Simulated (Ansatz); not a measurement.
**C4H13BS: small, medium and large basis sets**

An exercise on one series of results from a longer session: the logs are not shown, and one member is left open.

The runs use Ansatz 0.2.0, Gaussian basis; one geometry, several basis sets.

The runs, in order: PBE0-D4/def2-SVP; ωB97M-V/def2-SVP; PBE0-D4/def2-QZVPP; ωB97M-V/def2-QZVPP; the functionals' def2-TZVPP values are taken from earlier runs.

1 further run of the same task is left out (it didn't finish). Runs told in other sessions of the task aren't counted.

### The geometry

The geometry comes from an earlier relaxation with PBE0-D4 in a triple-zeta def2 set; it is a stationary point, not always the lowest conformer.

19 atoms, charge 0, spin multiplicity 1.

Atoms are counted from 1 here; the program's logs count them from 0.

Bond lengths: C1–B2 1.606 Å, C1–H7 1.097 Å, C1–H8 1.095 Å, C1–H9 1.096 Å, B2–C3 1.610 Å, B2–S4 1.996 Å, B2–H10 1.222 Å, C3–H11 1.095 Å, C3–H12 1.097 Å, C3–H13 1.095 Å, S4–C5 1.788 Å, S4–C6 1.791 Å, C5–H14 1.090 Å, C5–H15 1.090 Å, C5–H16 1.090 Å, C6–H17 1.090 Å, C6–H18 1.090 Å, C6–H19 1.090 Å. Angles: B2–C1–H7 113.7°, B2–C1–H8 115.3°, B2–C1–H9 107.8°, H7–C1–H8 107.8°, H7–C1–H9 105.8°, H8–C1–H9 105.7°, C1–B2–C3 115.7°, C1–B2–S4 110.4°, C1–B2–H10 114.0°, C3–B2–S4 104.5°, C3–B2–H10 113.4°, S4–B2–H10 96.6°, B2–C3–H11 108.5°, B2–C3–H12 113.5°, B2–C3–H13 114.2°, H11–C3–H12 105.9°, H11–C3–H13 106.5°, H12–C3–H13 107.7° and more.

Set-up of the first run:

The input, in.yaml:

```yaml
crystal:
  periodic: [false, false, false]
  atoms:
    - {symbol: C, position_ang: [0.064159, -1.734481, -0.007768]}
    - {symbol: B, position_ang: [0.997787, -0.453671, -0.268142]}
    - {symbol: C, position_ang: [2.070920, -0.126640, 0.886158]}
    - {symbol: S, position_ang: [-0.111426, 1.199789, -0.402901]}
    - {symbol: C, position_ang: [-1.307736, 0.838509, -1.681435]}
    - {symbol: C, position_ang: [-1.173298, 1.211287, 1.038716]}
    - {symbol: H, position_ang: [-0.425364, -1.731585, 0.973691]}
    - {symbol: H, position_ang: [-0.706013, -1.913719, -0.765473]}
    - {symbol: H, position_ang: [0.704554, -2.623790, -0.018931]}
    - {symbol: H, position_ang: [1.467009, -0.401373, -1.395164]}
    - {symbol: H, position_ang: [2.804606, -0.939445, 0.919083]}
    - {symbol: H, position_ang: [1.632179, -0.075675, 1.890646]}
    - {symbol: H, position_ang: [2.636723, 0.796495, 0.723737]}
    - {symbol: H, position_ang: [-0.744412, 0.700350, -2.603763]}
    - {symbol: H, position_ang: [-1.847951, -0.077826, -1.445502]}
    - {symbol: H, position_ang: [-1.996484, 1.675706, -1.792422]}
    - {symbol: H, position_ang: [-0.527801, 1.342332, 1.906626]}
    - {symbol: H, position_ang: [-1.706642, 0.264464, 1.121149]}
    - {symbol: H, position_ang: [-1.872714, 2.044773, 0.977996]}
basis:
  gaussian: {orbitals: def2-SVP}
hamiltonian: {xc: pbe0, dispersion: d4}
output: {orbitals: {seedname: orbitals}}
```

Command:

```
ansatz run in.yaml --threads 4 --pin off --events-out ev --progress --plain --max-ram 11315MiB
```

Among the steps run: PBE0-D4 in def2-SVP; ωB97M-V in def2-SVP; PBE0-D4 in def2-QZVPP; ωB97M-V in def2-QZVPP.

One of the session's tables, all rows but one given; the rest of the session is left out.

It belongs to the step «Functionals by basis». 

```
functional       basis  HOMO (eV)  LUMO (eV)
   PBE0-D4    def2-SVP          ?          ?
   PBE0-D4  def2-TZVPP      -7.55       0.47
   PBE0-D4  def2-QZVPP      -7.56       0.25
   ωB97M-V    def2-SVP      -9.71       2.90
   ωB97M-V  def2-TZVPP      -9.79       2.20
   ωB97M-V  def2-QZVPP      -9.80       1.51
```

Q: Estimate the row for PBE0-D4, def2-SVP from the others.

**Answer.** HOMO (eV): -7.46; LUMO (eV): 0.93. In the column «HOMO (eV)» it is the highest.
